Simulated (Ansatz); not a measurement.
# CH3CdCl (SMILES [CH3][Cd][Cl]): a rigid scan of the bond length Cd2–Cl3

One table from this session's results is given with a row withheld; the runs are named, their logs left out.

Program: Ansatz 0.2.0, Gaussian basis. Level of theory: single points in def2-TZVPP. These are calculated values, not measurements.

Levels: PBE-D4, r2SCAN-D4, PBE0-D4, B3LYP-D4, wB97M-V, Hartree-Fock, MP2, CCSD, CCSD(T). The scan takes 1.971, 2.039, 2.138, 2.253, 2.381, 2.519, 2.665, 2.819, 2.980 Å.

Cores are frozen in the correlated methods. Filled d shells of the heavier atoms are correlated. Core potentials replace the inner electrons past krypton, and spin-orbit coupling is left out. B3LYP uses VWN-RPA correlation.

28 further runs of the same task are left out: 28 set aside as unsound or not needed.

**The starting structure**

The minimum, relaxed at PBE0-D4: SMILES `[CH3][Cd][Cl]`, 6 atoms, charge 0, spin multiplicity 1.

Atoms are counted from 1 here; the program's logs count them from 0.

Bond lengths: C1–Cd2 2.094 Å, C1–H4 1.090 Å, C1–H5 1.090 Å, C1–H6 1.090 Å, Cd2–Cl3 2.292 Å. Angles: Cd2–C1–H4 109.6°, Cd2–C1–H5 109.6°, Cd2–C1–H6 109.6°, H4–C1–H5 109.3°, H4–C1–H6 109.3°, H5–C1–H6 109.3°, C1–Cd2–Cl3 180.0°.

Geometry (Å):

```
C    -0.3750    0.7725   -0.2209
Cd    0.5165   -1.0556    0.2769
Cl    1.4927   -3.0569    0.8218
H    -1.1885    0.6029   -0.9260
H    -0.7698    1.2441    0.6787
H     0.3661    1.4289   -0.6766
```

Energies of the minimum (eV), from earlier single points: PBE-D4 -18169.41224, r2SCAN-D4 -18176.02533, PBE0-D4 -18170.34716, B3LYP-D4 -18178.19591, wB97M-V -18172.85409, CCSD(T) -18154.70608.

At the minimum the bond length Cd2–Cl3 is 2.292 Å.

The first run:

ccsdt-tzvpp/in.yaml reads:

```yaml
crystal:
  periodic: [false, false, false]
  atoms:
    - {symbol: C, position_ang: [-0.374954, 0.772473, -0.220949]}
    - {symbol: Cd, position_ang: [0.516547, -1.055585, 0.276858]}
    - {symbol: Cl, position_ang: [1.355845, -2.776317, 0.745367]}
    - {symbol: H, position_ang: [-1.188535, 0.602878, -0.925955]}
    - {symbol: H, position_ang: [-0.769826, 1.244064, 0.678710]}
    - {symbol: H, position_ang: [0.366080, 1.428941, -0.676618]}
basis:
  gaussian: {orbitals: def2-TZVPP}
correlation: {method: ccsd_t}
```

The command line of these runs was not kept.

Among the steps run: Cd2–Cl3 = 1.971 Å; Cd2–Cl3 = 2.039 Å; Cd2–Cl3 = 2.138 Å; Cd2–Cl3 = 2.253 Å; Cd2–Cl3 = 2.381 Å; Cd2–Cl3 = 2.519 Å; Cd2–Cl3 = 2.665 Å; Cd2–Cl3 = 2.819 Å; Cd2–Cl3 = 2.980 Å.

One of the session's tables, all rows but one given; the rest of the session is left out.

It belongs to the step «The curves». Energies less that of the minimum at the same level (kcal/mol):

| bond length (Å) | PBE-D4 | PBE0-D4 | B3LYP-D4 | wB97M-V | Hartree-Fock |
| --- | --- | --- | --- | --- | --- |
| 1.971 | 25.5 | 24.6 | 27.2 | 25.3 | 31.4 |
| 2.039 | 14.4 | 13.6 | 15.6 | 14.1 | 18.4 |
| 2.138 | 4.8 | 4.2 | 5.4 | 4.4 | 6.8 |
| 2.253 | 0.3 | 0.2 | 0.5 | 0.2 | 0.7 |
| 2.292 (minimum) | 0.0 | 0.0 | 0.0 | 0.0 | 0.0 |
| 2.381 | 0.8 | 1.1 | 0.6 | 1.1 | 0.1 |
| 2.519 | ? | ? | ? | ? | ? |
| 2.665 | 11.3 | 12.9 | 10.9 | 13.2 | 10.2 |
| 2.819 | 19.0 | 21.4 | 18.8 | 22.1 | 18.4 |
| 2.980 | 27.3 | 30.4 | 27.3 | 31.5 | 27.4 |

**Question.** Estimate the row for bond length (Å) = 2.519.

Worked estimate for «PBE-D4». A straight line through the neighbours (2.381, 0.8) and (2.665, 11.3) gives 0.8 + (11.3 − 0.8) × (2.519 − 2.381) / (2.665 − 2.381) = 5.9; a parabola fitted to 4 rows on both sides gives 4.9.

The run gave: PBE-D4: 4.8; PBE0-D4: 5.8; B3LYP-D4: 4.5; wB97M-V: 5.9; Hartree-Fock: 3.8. In «PBE-D4» the line misses by +1.1 and the parabola by +0.1.

Limits of these values: A polynomial through the near points puts the CCSD(T) minimum 0.001 Å below the PBE0-D4 value.
